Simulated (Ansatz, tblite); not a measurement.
**C₁₀H₁₈F₄: one state, many levels**

The task here is to estimate one member of a computed series from the others.

Method: as each input shows; program: Ansatz 0.2.0, Gaussian basis.

The runs, in order: GFN1-xTB, GFN2-xTB, PBE-D4/def2-TZVP, r2SCAN-D4/def2-TZVP, PBE-D4/def2-SVP, PBE0-D4/def2-SVP, HF/STO-3G, MP2/def2-SVP.

5 further runs of the same task are left out: 5 that didn't finish.

## The structure

The singlet was relaxed beforehand with r2SCAN-D4/def2-SVP.

SMILES `CCC(F)CC(F)CC(F)CC(C)F`, 32 atoms, charge 0, spin multiplicity 1.

Bond lengths: C1–C2 1.524 Å, C1–H15 1.101 Å, C1–H16 1.100 Å, C1–H17 1.103 Å, C2–C3 1.518 Å, C2–H18 1.103 Å, C2–H19 1.105 Å, C3–F4 1.401 Å, C3–C5 1.517 Å, C3–H20 1.106 Å, C5–C6 1.516 Å, C5–H21 1.104 Å, C5–H22 1.103 Å, C6–F7 1.405 Å, C6–C8 1.515 Å, C6–H23 1.105 Å, C8–C9 1.522 Å, C8–H24 1.103 Å and more. Angles: C2–C1–H15 112.1°, C2–C1–H16 110.9°, C2–C1–H17 111.2°, H15–C1–H16 107.3°, H15–C1–H17 107.6°, H16–C1–H17 107.5°, C1–C2–C3 113.8°, C1–C2–H18 110.1°, C1–C2–H19 110.9°, C3–C2–H18 106.9°, C3–C2–H19 108.5°, H18–C2–H19 106.4°, C2–C3–F4 107.9°, C2–C3–C5 115.0°, C2–C3–H20 110.3°, F4–C3–C5 107.3°, F4–C3–H20 106.7°, C5–C3–H20 109.2° and more.

As a file:

```mol
C10H18F4
  3D, bonds by distance, orders not assigned

 32 31  0  0  0  0  0  0  0  0999 V2000
   -4.6781    0.7239   -0.1283 C   0  0
   -3.7081    0.7841    1.0460 C   0  0
   -2.4350   -0.0135    0.8288 C   0  0
   -1.7189   -0.0197    2.0331 F   0  0
   -1.5114    0.5342   -0.2435 C   0  0
   -0.2583   -0.3044   -0.3994 C   0  0
   -0.6436   -1.5844   -0.8321 F   0  0
    0.7423    0.2556   -1.3888 C   0  0
    1.9026   -0.6891   -1.6697 C   0  0
    2.7226   -0.0759   -2.6100 F   0  0
    2.7377   -1.0848   -0.4573 C   0  0
    3.1167    0.0476    0.4844 C   0  0
    4.1335   -0.3572    1.5283 C   0  0
    3.6424    1.1021   -0.2629 F   0  0
   -4.2646    1.1972   -1.0328 H   0  0
   -5.6174    1.2439    0.1117 H   0  0
   -4.9314   -0.3184   -0.3834 H   0  0
   -4.1869    0.3820    1.9548 H   0  0
   -3.4316    1.8289    1.2749 H   0  0
   -2.6772   -1.0676    0.5967 H   0  0
   -1.2260    1.5677    0.0212 H   0  0
   -2.0362    0.5694   -1.2129 H   0  0
    0.2014   -0.4420    0.5956 H   0  0
    1.1442    1.2110   -1.0125 H   0  0
    0.2377    0.4718   -2.3461 H   0  0
    1.5104   -1.6102   -2.1360 H   0  0
    2.1897   -1.8516    0.1180 H   0  0
    3.6542   -1.5673   -0.8388 H   0  0
    2.2116    0.4437    0.9847 H   0  0
    5.0531   -0.7190    1.0427 H   0  0
    4.3894    0.5018    2.1657 H   0  0
    3.7349   -1.1598    2.1677 H   0  0
  1  2  8  0
  1 15  8  0
  1 16  8  0
  1 17  8  0
  2  3  8  0
  2 18  8  0
  2 19  8  0
  3  4  8  0
  3  5  8  0
  3 20  8  0
  5  6  8  0
  5 21  8  0
  5 22  8  0
  6  7  8  0
  6  8  8  0
  6 23  8  0
  8  9  8  0
  8 24  8  0
  8 25  8  0
  9 10  8  0
  9 11  8  0
  9 26  8  0
 11 12  8  0
 11 27  8  0
 11 28  8  0
 12 13  8  0
 12 14  8  0
 12 29  8  0
 13 30  8  0
 13 31  8  0
 13 32  8  0
M  END
```

PBE0-D4/def2-TZVP was run before; its log isn't repeated, and its numbers join the tables.

The first run:

Tight binding, by tblite at 300 K electronic temperature and without a spin-polarisation term:

```python
tblite.interface.Calculator('GFN1-xTB', numbers, positions, charge=0, uhf=0).singlepoint()
```

Tight binding, by tblite at 300 K electronic temperature and without a spin-polarisation term:

```python
tblite.interface.Calculator('GFN2-xTB', numbers, positions, charge=0, uhf=0).singlepoint()
```

start.molden holds the orbitals of an earlier run on this state, given as this run's starting guess.

The input, in.yaml:

```yaml
crystal:
  periodic: [false, false, false]
  atoms:
    - {symbol: C, position_ang: [-4.678087, 0.723933, -0.128274]}
    - {symbol: C, position_ang: [-3.708090, 0.784058, 1.045978]}
    - {symbol: C, position_ang: [-2.434960, -0.013453, 0.828845]}
    - {symbol: F, position_ang: [-1.718920, -0.019696, 2.033093]}
    - {symbol: C, position_ang: [-1.511375, 0.534159, -0.243462]}
    - {symbol: C, position_ang: [-0.258335, -0.304446, -0.399396]}
    - {symbol: F, position_ang: [-0.643641, -1.584433, -0.832055]}
    - {symbol: C, position_ang: [0.742297, 0.255622, -1.388779]}
    - {symbol: C, position_ang: [1.902621, -0.689083, -1.669669]}
    - {symbol: F, position_ang: [2.722561, -0.075852, -2.610017]}
    - {symbol: C, position_ang: [2.737663, -1.084807, -0.457300]}
    - {symbol: C, position_ang: [3.116703, 0.047637, 0.484442]}
    - {symbol: C, position_ang: [4.133550, -0.357196, 1.528283]}
    - {symbol: F, position_ang: [3.642449, 1.102148, -0.262928]}
    - {symbol: H, position_ang: [-4.264554, 1.197203, -1.032817]}
    - {symbol: H, position_ang: [-5.617392, 1.243927, 0.111730]}
    - {symbol: H, position_ang: [-4.931367, -0.318418, -0.383384]}
    - {symbol: H, position_ang: [-4.186871, 0.382010, 1.954848]}
    - {symbol: H, position_ang: [-3.431624, 1.828871, 1.274872]}
    - {symbol: H, position_ang: [-2.677164, -1.067622, 0.596680]}
    - {symbol: H, position_ang: [-1.226041, 1.567705, 0.021193]}
    - {symbol: H, position_ang: [-2.036234, 0.569354, -1.212937]}
    - {symbol: H, position_ang: [0.201444, -0.441989, 0.595556]}
    - {symbol: H, position_ang: [1.144194, 1.211004, -1.012452]}
    - {symbol: H, position_ang: [0.237723, 0.471799, -2.346108]}
    - {symbol: H, position_ang: [1.510418, -1.610203, -2.135988]}
    - {symbol: H, position_ang: [2.189732, -1.851566, 0.117997]}
    - {symbol: H, position_ang: [3.654244, -1.567306, -0.838792]}
    - {symbol: H, position_ang: [2.211581, 0.443661, 0.984749]}
    - {symbol: H, position_ang: [5.053112, -0.719040, 1.042692]}
    - {symbol: H, position_ang: [4.389438, 0.501780, 2.165685]}
    - {symbol: H, position_ang: [3.734913, -1.159789, 2.167724]}
basis:
  gaussian: {orbitals: def2-TZVP, initial_orbitals: start.molden}
hamiltonian: {xc: pbe, dispersion: d4}
scf: {omitted_lower_state_checks: [starts]}
output: {orbitals: {seedname: orbitals}}
```

The run is started by

```
$ ansatz run in.yaml --threads 4 --pin off --events-out ev --progress --plain --max-ram 6963MiB
```

Steps of the session up to this table: PBE-D4/def2-TZVP; r2SCAN-D4/def2-TZVP; PBE-D4/def2-SVP; PBE0-D4/def2-SVP; HF/STO-3G; MP2/def2-SVP.

One of the session's tables, all rows but one given; the rest of the session is left out.

It belongs to the step «Binding energy». 

```
              level  binding an atom (eV)
          HF/STO-3G                 3.746
        HF/def2-SVP                 3.187
    PBE-D4/def2-SVP                     ?
   PBE-D4/def2-TZVP                 4.319
r2SCAN-D4/def2-TZVP                 4.228
   PBE0-D4/def2-SVP                 4.305
  PBE0-D4/def2-TZVP                 4.247
       MP2/def2-SVP                 4.113
```

Q: Estimate the row for PBE-D4/def2-SVP from the others.

**Answer.** binding an atom (eV): 4.380. In the column «binding an atom (eV)» it is the highest.

Limits of these values: Free atoms were run apart at each level; binding is atoms less cluster, divided by the number of atoms, without zero-point or spin-orbit terms.
